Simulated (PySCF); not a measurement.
**CH6Ge (methyl germane) at 6 levels**

Aim: a comparison of 6 runs (HF/3-21G, B2PLYP/STO-3G, PBE0/def2-SVP, M06-2X/aug-cc-pVDZ, PBE0/aug-cc-pVDZ, CCSD/def2-SVP) of CH6Ge (methyl germane). The job is set up through a Python script.

The results are computed with PySCF 2.14.0.

### 1 The system as given

CH6Ge: 8 atoms, total charge 0, spin state singlet. SMILES: `[CH3][GeH3]`. The shape is that of a PBE0-D4/def2-TZVP optimisation.

Bond lengths: C1–Ge2 1.953 Å, C1–H3 1.090 Å, C1–H4 1.090 Å, C1–H5 1.091 Å, Ge2–H6 1.539 Å, Ge2–H7 1.539 Å, Ge2–H8 1.539 Å. Some angles: C1–Ge2–H6 110.4°, C1–Ge2–H7 110.4°, C1–Ge2–H8 110.4°, Ge2–C1–H3 110.3°, Ge2–C1–H4 110.3°, Ge2–C1–H5 110.3°, H6–Ge2–H7 108.5°, H6–Ge2–H8 108.5°, H7–Ge2–H8 108.5°, H3–C1–H4 108.6°.

### 2 Energy and forces at HF/3-21G (run 1)

Input file calc.py:

```python
import pyscf.grad
from pyscf import gto, scf

mol = gto.M(
    atom=[
    ('C', (-0.310900, 0.190300, -0.971400)),
    ('Ge', (0.296900, -0.181900, 0.846700)),
    ('H', (-1.380100, 0.404200, -0.976500)),
    ('H', (0.218800, 1.052200, -1.378400)),
    ('H', (-0.124600, -0.669400, -1.616000)),
    ('H', (0.030700, 1.028200, 1.760100)),
    ('H', (1.807100, -0.479600, 0.857700)),
    ('H', (-0.445700, -1.401200, 1.422100)),
],
    basis='3-21g',
    verbose=4,
    max_memory=1860,
    spin=0,
)

calc0 = scf.RHF(mol)
calc0.conv_tol = 1e-10
calc0.kernel()
if not calc0.converged:
    calc0 = calc0.newton().run(calc0.mo_coeff, calc0.mo_occ)

etot = calc0.e_tot
print('E = %.10f Eh' % etot)
grad = calc0.Gradients().kernel()
calc0.analyze()
```

Command:

```bash
$ OMP_NUM_THREADS=1 python calc.py
```

Output:

```text
PySCF version 2.14.0

[... 74 lines left out ...]
Total Energy =                       -2106.462514609685968
[... 7 lines left out ...]
MO #1   energy= -402.687617235548  occ= 2
[... 5 lines left out ...]
MO #7   energy= -7.13759922735204  occ= 2
[... 5 lines left out ...]
MO #13  energy= -1.53934715513676  occ= 2
[... 5 lines left out ...]
MO #19  energy= -0.563302236492209 occ= 2
[... 5 lines left out ...]
MO #25  energy= 0.211726366011182  occ= 0
[... 5 lines left out ...]
MO #31  energy= 0.454973751400714  occ= 0
[... 5 lines left out ...]
MO #37  energy= 1.31429192381561   occ= 0
[... 5 lines left out ...]
MO #43  energy= 1.96957844944816   occ= 0
[... 54 lines left out ...]
Dipole moment(X, Y, Z, Debye): -0.19845,  0.12119, -0.59332
```

Run time: 3 s. Hardware: 1 thread of Intel Xeon at 2.70GHz, shared host; peak memory 0.12 GiB.

### 3 The energy at B2PLYP/STO-3G (run 2)

Input file start.xyz:

```xyz
8
CH6Ge
C     -0.310900     0.190300    -0.971400
Ge     0.296900    -0.181900     0.846700
H     -1.380100     0.404200    -0.976500
H      0.218800     1.052200    -1.378400
H     -0.124600    -0.669400    -1.616000
H      0.030700     1.028200     1.760100
H      1.807100    -0.479600     0.857700
H     -0.445700    -1.401200     1.422100
```

Input file input.py:

```python
# [CH3][GeH3]
from pyscf import gto, dft, mp

mol = gto.M(
    atom='start.xyz',
    spin=0,
    max_memory=1860,
    basis='sto-3g',
    verbose=4,
)

mf = dft.RKS(mol)
mf.xc = '0.53*HF + 0.47*B88, 0.73*LYP'
mf.conv_tol = 1e-10
mf.grids.level = 5
mf.kernel()
if not mf.converged:
    mf = mf.newton().run(mf.mo_coeff, mf.mo_occ)

pt = mp.MP2(mf, frozen=10).run()
etot = mf.e_tot + 0.27 * pt.e_corr
print('PT2 part  %.8f' % (0.27 * pt.e_corr))
print('Final energy', etot)
mf.analyze()
```

Command:

```bash
$ OMP_NUM_THREADS=1 python input.py
```

Output:

```text
PySCF version 2.14.0

[... 82 lines left out ...]
Final energy -2093.883459754937
[... 5 lines left out ...]
Two-electron Coulomb Energy =         1046.809326420362822
[... 6 lines left out ...]
MO #4   energy= -44.3749246993437  occ= 2
[... 4 lines left out ...]
MO #9   energy= -4.0553058259685   occ= 2
[... 4 lines left out ...]
MO #14  energy= -0.433172847737554 occ= 2
[... 4 lines left out ...]
MO #19  energy= -0.374408756780107 occ= 2
[... 4 lines left out ...]
MO #24  energy= 0.395172726695687  occ= 0
[... 4 lines left out ...]
MO #29  energy= 0.602805167801094  occ= 0
[... 40 lines left out ...]
Dipole moment(X, Y, Z, Debye): -0.04212,  0.02565, -0.12595
```

Run time: 8.4 s. Hardware: 1 thread of Intel Xeon at 2.70GHz, shared host; peak memory 0.24 GiB.

### 4 Energy and forces at PBE0/def2-SVP (run 3)

Input file input.py:

```python
import pyscf.grad
from pyscf import gto, dft

molecule = gto.Mole()
molecule.atom = '''
C   -0.310900   0.190300  -0.971400
Ge   0.296900  -0.181900   0.846700
H   -1.380100   0.404200  -0.976500
H    0.218800   1.052200  -1.378400
H   -0.124600  -0.669400  -1.616000
H    0.030700   1.028200   1.760100
H    1.807100  -0.479600   0.857700
H   -0.445700  -1.401200   1.422100
'''
molecule.verbose = 4
molecule.spin = 0
molecule.max_memory = 1860
molecule.charge = 0
molecule.basis = 'def2-svp'
molecule.build()

mf = dft.RKS(molecule, xc='pbe0')
mf.grids.level = 5
mf.conv_tol = 1e-10
mf.kernel()
if not mf.converged:
    mf = mf.newton().run(mf.mo_coeff, mf.mo_occ)

energy = mf.e_tot
print('E(%s) = %.9f' % ('PBE0', energy))
grad = mf.Gradients().kernel()
mf.analyze()
```

Command:

```bash
$ OMP_NUM_THREADS=1 python input.py
```

Output:

```text
PySCF version 2.14.0

[... 89 lines left out ...]
Nuclear Repulsion Energy =             119.994907016355725
[... 11 lines left out ...]
MO #6   energy= -10.2286613112026  occ= 2
[... 9 lines left out ...]
MO #16  energy= -0.713727158098382 occ= 2
[... 9 lines left out ...]
MO #26  energy= 0.0919238991169951 occ= 0
[... 9 lines left out ...]
MO #36  energy= 0.495364678361159  occ= 0
[... 9 lines left out ...]
MO #46  energy= 0.892679311195241  occ= 0
[... 9 lines left out ...]
MO #56  energy= 1.71616554118924   occ= 0
[... 9 lines left out ...]
MO #66  energy= 2.22502421013896   occ= 0
[... 9 lines left out ...]
MO #76  energy= 2.94002895740358   occ= 0
[... 87 lines left out ...]
Dipole moment(X, Y, Z, Debye): -0.22857,  0.13970, -0.68351
```

Wall time 32 s (1 thread of Intel Xeon at 2.70GHz, shared host); peak memory 0.74 GiB.

Runs 4 to 5 aren't shown in full; the table further down has their settings and results.

### 5 The energy at CCSD/def2-SVP (run 6)

Input file job.py:

```python
from pyscf import gto, scf, cc

molecule = gto.M(
    atom=[
    ('C', (-0.310900, 0.190300, -0.971400)),
    ('Ge', (0.296900, -0.181900, 0.846700)),
    ('H', (-1.380100, 0.404200, -0.976500)),
    ('H', (0.218800, 1.052200, -1.378400)),
    ('H', (-0.124600, -0.669400, -1.616000)),
    ('H', (0.030700, 1.028200, 1.760100)),
    ('H', (1.807100, -0.479600, 0.857700)),
    ('H', (-0.445700, -1.401200, 1.422100)),
],
    basis='def2-svp',
    charge=0,
    spin=0,
    max_memory=1860,
    verbose=3,
)

mf = scf.RHF(molecule)
mf.conv_tol = 1e-10
mf.kernel()
if not mf.converged:
    mf = mf.newton().run(mf.mo_coeff, mf.mo_occ)

mycc = cc.CCSD(mf, frozen=10)
mycc.kernel()
e_tot = mycc.e_tot
print('E = %.10f Eh' % e_tot)
mf.analyze()
```

Command:

```bash
$ OMP_NUM_THREADS=1 python job.py
```

Output:

```text
converged SCF energy = -2116.42857652293
[... 6 lines left out ...]
MO #4   energy= -46.2157697766431  occ= 2
[... 8 lines left out ...]
MO #13  energy= -1.62321490041228  occ= 2
[... 8 lines left out ...]
MO #22  energy= -0.440108313640547 occ= 2
[... 8 lines left out ...]
MO #31  energy= 0.450369019528177  occ= 0
[... 8 lines left out ...]
MO #40  energy= 0.75968542277835   occ= 0
[... 8 lines left out ...]
MO #49  energy= 1.47591520690733   occ= 0
[... 8 lines left out ...]
MO #58  energy= 2.06724266417133   occ= 0
[... 8 lines left out ...]
MO #67  energy= 2.74283462717627   occ= 0
[... 8 lines left out ...]
MO #76  energy= 3.27664898592402   occ= 0
[... 9 lines left out ...]
Dipole moment(X, Y, Z, Debye): -0.21444,  0.13102, -0.64119
```

It took 8.4 s on 1 thread of Intel Xeon at 2.70GHz, shared host; peak memory 0.28 GiB.

### 6 The series

```
run               level      task  frozen core orbitals   energy (Eh)  dipole moment (D) of the reference  HOMO energy (eV)  LUMO energy (eV)  wall time
  1            HF/3-21G  gradient                     –  -2106.462515                                0.64            -11.87              4.69        3 s
  2       B2PLYP/STO-3G    energy                    10  -2093.883460                                0.14             -8.13             10.00      8.4 s
  3       PBE0/def2-SVP  gradient                     –  -2118.101096                                0.73             -8.93              1.29       32 s
  4  M06-2X/aug-cc-pVDZ  gradient                     –  -2118.651942                                0.68            -10.06             -0.07    1.7 min
  5    PBE0/aug-cc-pVDZ  gradient                     –  -2118.361773                                0.71             -8.93             -0.12       69 s
  6       CCSD/def2-SVP    energy                    10  -2116.848747                                0.69            -11.98              4.13      8.4 s
```

### 7 Summary of results

| quantity | value |
| --- | --- |
| run 6: total energy | -2116.84875 Eh |
| run 6: dipole moment (Hartree–Fock density) | 0.69 D |
| run 6: HOMO energy (Hartree–Fock orbitals) | -11.98 eV |
| run 6: LUMO energy (Hartree–Fock orbitals) | 4.13 eV |
| run 6: HOMO–LUMO gap (Hartree–Fock orbitals) | 16.11 eV |
| run 6: correlation energy (10 core orbitals frozen) | -420.2 mEh |
| run 6: T1 diagnostic | 0.009 |

**Reading.** Over runs 1, 2, 3, 4, 5 the dipole moment (its size) runs from 0.14 D (B2PLYP/STO-3G) to 0.73 D (PBE0/def2-SVP). The two ends differ in method and basis. A double hybrid's value is that of its SCF part. Over runs 1, 2, 3, 4, 5 the HOMO–LUMO gap runs from 8.81 eV (PBE0/aug-cc-pVDZ) to 18.13 eV (B2PLYP/STO-3G). Totals of different functionals can't be ranked against each other. In run 2 the basis is minimal, so the values are rough. All runs together took 3.7 min, the longest 1.7 min.
